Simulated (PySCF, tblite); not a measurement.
**C₆H₄Cl₂F radical: geometry, infrared bands and EPR parameters**

Wanted: the infrared bands and EPR parameters of C₆H₄Cl₂F radical (`[CH2][C@@H]1C=C(Cl)C(Cl)=C1F`), by calculation.

The runs use tblite 0.8.0 and PySCF 2.14.0, with density-fitted response routines of our own; the level of theory stands in each step. All values are computed, except where a source is named. Atoms count from 0, in the outputs and in this text.

## (1) The molecule as given

13 atoms, charge 0, multiplicity 2; geometry from: force field or distance geometry start.

Bonds of the start (Å): C0–C1 1.49, C1–C2 1.52, C2–C3 1.34, C3–Cl4 1.70, C3–C5 1.44, C5–Cl6 1.70, C5–C7 1.33, C7–F8 1.34, C7–C1 1.50, C0–H9 1.08, C0–H10 1.10, C1–H11 1.09, C2–H12 1.07.

## (2) Optimising the geometry with GFN2-xTB

What the job is given:

```
{"job": {"kind": "relax", "xc": "GFN2-xTB", "basis": "xTB"}, "charge": 0, "multiplicity": 2}
C     -1.571000    -0.834400     0.818600
C     -0.726100    -0.396600    -0.329500
C      0.660500    -1.024700    -0.257400
C      1.574500    -0.043000    -0.205000
Cl     3.250000    -0.312800    -0.117300
C      0.929500     1.240500    -0.205900
Cl     1.735900     2.738400    -0.148000
C     -0.382900     1.067400    -0.267400
F     -1.291000     2.050500    -0.313300
H     -1.160800    -1.033500     1.802500
H     -2.658600    -0.715100     0.744500
H     -1.208100    -0.655100    -1.268500
H      0.843700    -2.081200    -0.271000
```

Command:

```console
$ OMP_NUM_THREADS=1 python probes_run.py task.json out
```

This one command runs all jobs of the session in turn.

Standard output:

```text
step      E/eV     max force
  0    -778.18346    1.229
  1    -778.23286    0.895
  2    -778.25048    0.307
  3    -778.25769    0.305
  4    -778.26353    0.253
  5    -778.27037    0.256
  6    -778.27475    0.218
  7    -778.27690    0.146
  8    -778.27800    0.084
  9    -778.27895    0.078
 10    -778.27993    0.080
 11    -778.28058    0.061
 12    -778.28098    0.057
 13    -778.28131    0.047
 14    -778.28159    0.037
 15    -778.28178    0.041
 16    -778.28191    0.043
 17    -778.28203    0.038
 18    -778.28220    0.042
 19    -778.28241    0.051
 20    -778.28258    0.042
 21    -778.28274    0.037
 22    -778.28293    0.045
 23    -778.28324    0.058
 24    -778.28368    0.093
 25    -778.28417    0.103
 26    -778.28463    0.079
 27    -778.28503    0.047
 28    -778.28535    0.050
 29    -778.28557    0.033
 30    -778.28567    0.026
 31    -778.28572    0.028
 32    -778.28579    0.026
 33    -778.28587    0.023
 34    -778.28594    0.023
 35    -778.28601    0.023
 36    -778.28607    0.026
 37    -778.28614    0.022
 38    -778.28621    0.020
 39    -778.28628    0.022
 40    -778.28634    0.021
 41    -778.28643    0.029
 42    -778.28654    0.028
 43    -778.28661    0.022
 44    -778.28665    0.018
 45    -778.28668    0.013
 46    -778.28671    0.018
 47    -778.28675    0.016
 48    -778.28678    0.010
```

It took 0.3 s on 1 thread of Arm Neoverse V2, shared host.

Relaxation path: (not every step is listed)

```tsv
step	energy from step 0 (eV)	largest force (eV/Å)
0	0.0000	1.2290
1	-0.0494	0.8945
2	-0.0670	0.3075
3	-0.0742	0.3046
4	-0.0801	0.2532
5	-0.0869	0.2556
6	-0.0913	0.2180
7	-0.0934	0.1461
8	-0.0945	0.0843
11	-0.0971	0.0608
14	-0.0981	0.0371
17	-0.0986	0.0382
20	-0.0991	0.0418
23	-0.0998	0.0584
26	-0.1012	0.0793
29	-0.1021	0.0326
32	-0.1023	0.0260
35	-0.1026	0.0233
38	-0.1028	0.0201
41	-0.1030	0.0291
43	-0.1032	0.0224
44	-0.1032	0.0179
45	-0.1032	0.0132
46	-0.1033	0.0181
47	-0.1033	0.0162
48	-0.1033	0.0101
```

Distances of close pairs at the start and the end, largest changes first:

```tsv
bond	before (Å)	after (Å)	change (Å)
C0–H10	1.097	1.072	-0.025
C3–C5	1.436	1.461	+0.024
C1–C2	1.524	1.503	-0.021
C5–C7	1.325	1.344	+0.019
C0–C1	1.491	1.478	-0.013
C0–H9	1.084	1.072	-0.013
C1–C7	1.505	1.515	+0.010
C7–F8	1.339	1.331	-0.008
```

The next job starts from the end point, and lists it.

## (3) Vibrational analysis with GFN2-xTB

What the job is given:

```
{"job": {"kind": "ir", "xc": "GFN2-xTB", "basis": "xTB"}, "charge": 0, "multiplicity": 2}
C     -1.558142    -0.774813     0.827130
C     -0.727747    -0.434570    -0.347405
C      0.646169    -1.042262    -0.306090
C      1.569712    -0.076610    -0.196534
Cl     3.260069    -0.256428    -0.105458
C      0.929604     1.236032    -0.174540
Cl     1.787176     2.705948    -0.033693
C     -0.394477     1.042642    -0.297590
F     -1.352246     1.965953    -0.324525
H     -1.098171    -0.818941     1.793999
H     -2.627336    -0.768996     0.753149
H     -1.253777    -0.676697    -1.275460
H      0.814776    -2.100771    -0.330709
```

Standard output:

```text
mode    cm-1     km/mol
  1      68.5      1.29
  2     115.2      0.29
  3     139.1      1.41
  4     142.3      0.10
  5     195.4      1.70
  6     225.4      2.59
  7     282.3      2.39
  8     363.6      1.71
  9     375.4     12.04
 10     460.7      5.51
 11     492.8      1.32
 12     522.6     30.41
 13     579.6      6.43
 14     593.9     13.37
 15     623.6      3.73
 16     769.6     10.13
 17     869.8     32.71
 18     903.8      7.35
 19     971.9     15.35
 20    1025.2      4.43
 21    1101.8      1.59
 22    1127.4     15.91
 23    1155.7      1.48
 24    1201.2     21.35
 25    1234.8     77.60
 26    1259.0      6.80
 27    1376.7      2.53
 28    1572.3     11.33
 29    1629.5    147.04
 30    2931.2      4.77
 31    3142.1      3.33
 32    3166.7      3.00
 33    3191.8     13.41
```

It took 0.42 s on 1 thread of Arm Neoverse V2, shared host.

Which atoms move in the most intense modes:

```tsv
cm⁻¹	km/mol	atoms
523	30.4	H9 28 %, C0 18 %, H10 17 %
870	32.7	C3 18 %, H10 16 %, C5 14 %
972	15.3	C1 24 %, C5 17 %, H11 11 %, H9 11 %
1127	15.9	H12 34 %, H11 29 %, C5 11 %
1201	21.4	C7 35 %, C1 19 %, H11 12 %
1235	77.6	C1 25 %, C7 24 %, C5 16 %, H11 12 %
1630	147.0	C7 46 %, C5 34 %
3192	13.4	H9 50 %, H10 40 %, C0 10 %
```

## (4) g tensor and hyperfine couplings: B3LYP/pcH-1

Same as in step 3 but for these lines:

```diff
@@ -1,2 +1,2 @@
-{"job": {"kind": "ir", "xc": "GFN2-xTB", "basis": "xTB"}, "charge": 0, "multiplicity": 2}
+{"job": {"kind": "epr", "basis": "pcH-1"}, "charge": 0, "multiplicity": 2}
 C     -1.558142    -0.774813     0.827130
```

Level: UKS B3LYP, pcH-1 on C Cl F H, non-relativistic, mean-field spin-orbit, GIAO.

Standard output:

```text
UKS, coarse grid
  cycle   1  E = -1251.12346170  |g| = 4.23e-01
  cycle   2  E = -1251.02807531  |g| = 6.39e-01
  cycle   3  E = -1251.18526656  |g| = 1.04e-01
  cycle   4  E = -1251.18922257  |g| = 5.90e-02
  cycle   5  E = -1251.19080042  |g| = 1.74e-02
  cycle   6  E = -1251.19093834  |g| = 5.67e-03
  cycle   7  E = -1251.19095596  |g| = 2.97e-03
  cycle   8  E = -1251.19096051  |g| = 1.01e-03
  cycle   9  E = -1251.19096075  |g| = 6.31e-04
UKS, final grid
  cycle   1  E = -1251.19088180  |g| = 1.07e-03
  cycle   2  E = -1251.19088059  |g| = 1.96e-03
  cycle   3  E = -1251.19088232  |g| = 1.34e-04
  cycle   4  E = -1251.19088233  |g| = 3.06e-05
  cycle   5  E = -1251.19088233  |g| = 2.60e-05
E = -1251.19088233 Eh   <S^2> = 0.7541 (exact 0.7500)
g shifts (ppm)      1          2          3
  rmc          -148       -148       -148
  gc             12         39         23
  oz_so         209        813        852
  total          73        704        727
hyperfine (MHz)  atom isotope    a_iso     a_fc   dipolar eigenvalues
    0   13C     103.02     103.13    -80.61    -80.24    160.85
    1   13C     -28.61     -28.62     -2.14     -0.09      2.23
    2   13C      29.93      29.94     -3.93     -3.14      7.07
    3   13C      -2.62      -2.62     -1.54      0.74      0.80
    4  35Cl       0.11       0.11     -0.59     -0.09      0.67
    5   13C       8.77       8.74     -3.84     -2.58      6.42
    6  35Cl       1.81       1.81     -2.26     -1.74      4.00
    7   13C      72.35      72.39     -9.59     -5.14     14.73
    8   19F       0.08       0.11    -10.59      0.80      9.79
    9    1H     -60.74     -60.75    -38.29     -1.20     39.48
   10    1H     -60.96     -60.97    -38.91     -0.55     39.45
   11    1H      22.54      22.54     -5.18     -4.45      9.63
   12    1H      -2.33      -2.33     -4.07     -1.96      6.03
```

It took 90 s on 1 thread of Arm Neoverse V2, shared host; peak memory 1 GiB.

Principal g values 2.00239, 2.00302, 2.00305; g(iso) = 2.00282, against 2.00232 for a free electron.

Mean a(iso) over the nuclei that a row names, and the largest dipolar term of the row (other rows stand at the frozen geometry):

```tsv
nuclei	isotope	a(iso) (MHz)	a(iso) (G, at g = 2.0023)	largest dipolar term (MHz)
C0	13C	103.0	36.8	160.8
C7	13C	72.4	25.8	14.7
H9, H10	1H	-60.8	-21.7	39.5
C2	13C	29.9	10.7	7.1
C1	13C	-28.6	-10.2	2.2
H11	1H	22.5	8.0	9.6
C5	13C	8.8	3.1	6.4
C3	13C	-2.6	-0.9	-1.5
H12	1H	-2.3	-0.8	6.0
Cl6	35Cl	1.8	0.6	4.0
Cl4	35Cl	0.1	0.0	0.7
F8	19F	0.1	0.0	-10.6
```

Mulliken spin populations:

C0 1.06; C1 -0.07; C2 0.03; C3 0.00; Cl4 0.00; C5 0.03; Cl6 0.01; C7 0.03; F8 0.00; H9 -0.04; H10 -0.05; H11 0.01; H12 0.00

In first order the couplings over 0.8 MHz of 1H, 35Cl give 48 distinct lines over 54.2 G, if the averaged nuclei exchange fast; the same motion can average rows kept apart here too.

The fields below are evaluated on a grid from the run's orbitals.

ELF in a plane through or near 6 of the atoms.

Values, 10 rows by 14 columns:
```
0.00 0.00 0.00 0.00 0.00 0.00 0.00 0.00 0.00 0.00 0.00 0.00 0.00 0.00
0.00 0.00 0.00 0.07 0.13 0.03 0.00 0.05 0.02 0.00 0.00 0.00 0.00 0.00
0.00 0.01 0.21 0.77 0.83 0.26 0.27 0.85 0.73 0.11 0.00 0.00 0.00 0.00
0.00 0.08 0.65 0.90 0.73 0.29 0.26 0.81 0.72 0.05 0.01 0.01 0.00 0.00
0.00 0.01 0.16 0.46 0.44 0.18 0.82 0.25 0.43 0.18 0.79 0.86 0.01 0.00
0.00 0.08 0.39 0.40 0.42 0.64 0.19 0.68 0.29 0.57 0.80 0.82 0.02 0.00
0.00 0.23 0.83 0.69 0.70 0.59 0.21 0.35 0.21 0.42 0.51 0.14 0.00 0.00
0.00 0.06 0.53 0.89 0.68 0.02 0.96 1.00 0.29 0.02 0.06 0.00 0.00 0.00
0.00 0.00 0.04 0.25 0.14 0.00 0.61 0.88 0.10 0.00 0.00 0.00 0.00 0.00
0.00 0.00 0.00 0.00 0.00 0.00 0.00 0.00 0.00 0.00 0.00 0.00 0.00 0.00
```
The map spans 11.1 Å across and 9.9 Å up, centred on the molecule. Atoms in the plane (x, y in Å): C1 (0.8, -0.1), C2 (-0.3, -1.2), C3 (-1.5, -0.6), C7 (-0.1, 1.1), F8 (0.5, 2.3), H12 (-0.1, -2.2).

On the surface of density 0.002 e/bohr³ the electrostatic potential runs, from the 1st to the 99th percentile, from -0.54 V near F8 to 1.20 V near H11.

The spin density lies nearest to C0 64 %; H9, H10 about 9 % each.

## (5) What came out

| quantity | value |
| --- | --- |
| strongest single infrared mode (GFN2-xTB) | 1630 cm⁻¹, 147 km/mol |
| zero-point energy (GFN2-xTB) | 48.3 kcal/mol |
| g(iso) (B3LYP) | 2.00282 |
| ⟨S²⟩ | 0.754 (exact 0.75) |
| largest a(iso) (averaged by class) | 13C on C0, 103.0 MHz |
| potential on the surface of density 0.002 e/bohr³, 1st and 99th percentile | -0.54 V and 1.20 V |

**Reading.** The optimisation took 48 steps and gained 0.103 eV; among the close pairs (by a distance rule), C0–H10 changed most, from 1.097 to 1.072 Å. All 33 modes are real, so the xTB geometry is a minimum. The strongest single mode, at 1630 cm⁻¹, moves mainly C7 and C5. Unscaled tight-binding wavenumbers are off by several per cent, some by more. Its intensities can rank the bands wrongly. Most of the unpaired spin sits on C0 (1.06 e). The isotropic g lies 0.5 ppt above the free-electron value. These values are for one conformer; the search (at its own cheap level) found 1 more, at 0.11 kcal/mol, and measured spectra average over such forms.
